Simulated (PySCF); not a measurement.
# C9H21ClS2Si (MeSiCl(SBu)2): the cost of one run

Computed with PySCF 2.14.0 and routines of our own; the level stands in each step. Atoms count from 0.

### 1 The system as given

34 atoms, charge 0, multiplicity 1; geometry from: GFN2-xTB.

### 2 NMR shifts: GIAO KT3/pcSseg-1

What the job is given:

```
{"job": {"kind": "nmr", "xc": "KT3", "basis": "pcSseg-1", "pop": false}, "charge": 0, "multiplicity": 1}
C      5.777534     0.978179     1.467986
C      4.701591     0.893730     0.393153
C      3.605926    -0.096440     0.780939
C      2.528831    -0.174383    -0.285616
S      1.207117    -1.330883     0.248671
Si    -0.109427    -1.216126    -1.460941
C     -1.407989    -2.570617    -1.195969
Cl     0.917237    -1.484640    -3.183976
S     -0.922895     0.783328    -1.583692
C     -1.873869     0.875465    -0.015484
C     -3.337997     0.533997    -0.231495
C     -4.141519     0.692493     1.057829
C     -5.616927     0.382339     0.840309
H      6.246056     0.007747     1.615475
H      6.545784     1.691751     1.181304
H      5.345654     1.297444     2.413891
H      4.257911     1.880574     0.242029
H      5.151952     0.582882    -0.552370
H      3.152240     0.208291     1.726374
H      4.038403    -1.088814     0.924688
H      2.069275     0.800209    -0.454069
H      2.933312    -0.551276    -1.224907
H     -0.941782    -3.550139    -1.230724
H     -1.885157    -2.470156    -0.226101
H     -2.175482    -2.534638    -1.962783
H     -1.403839     0.210465     0.708711
H     -1.766266     1.904883     0.324819
H     -3.427765    -0.491751    -0.594984
H     -3.744703     1.196240    -0.998658
H     -4.036315     1.716518     1.422150
H     -3.735710     0.024684     1.821130
H     -5.746863    -0.640694     0.494678
H     -6.171070     0.505156     1.767337
H     -6.041318     1.051935     0.095848
```

Level: GIAO KT3/pcSseg-1 NMR shielding, non-relativistic, gas phase.

Run with:

```
$ OMP_NUM_THREADS=1 python large_run.py task.json out
```

One launch serves the whole session: the jobs run in the order shown.

Q: Estimate the wall time and peak memory of this job on 1 thread of Arm Neoverse V1, shared host.

About 25 s, with a peak of 0.56 GiB.
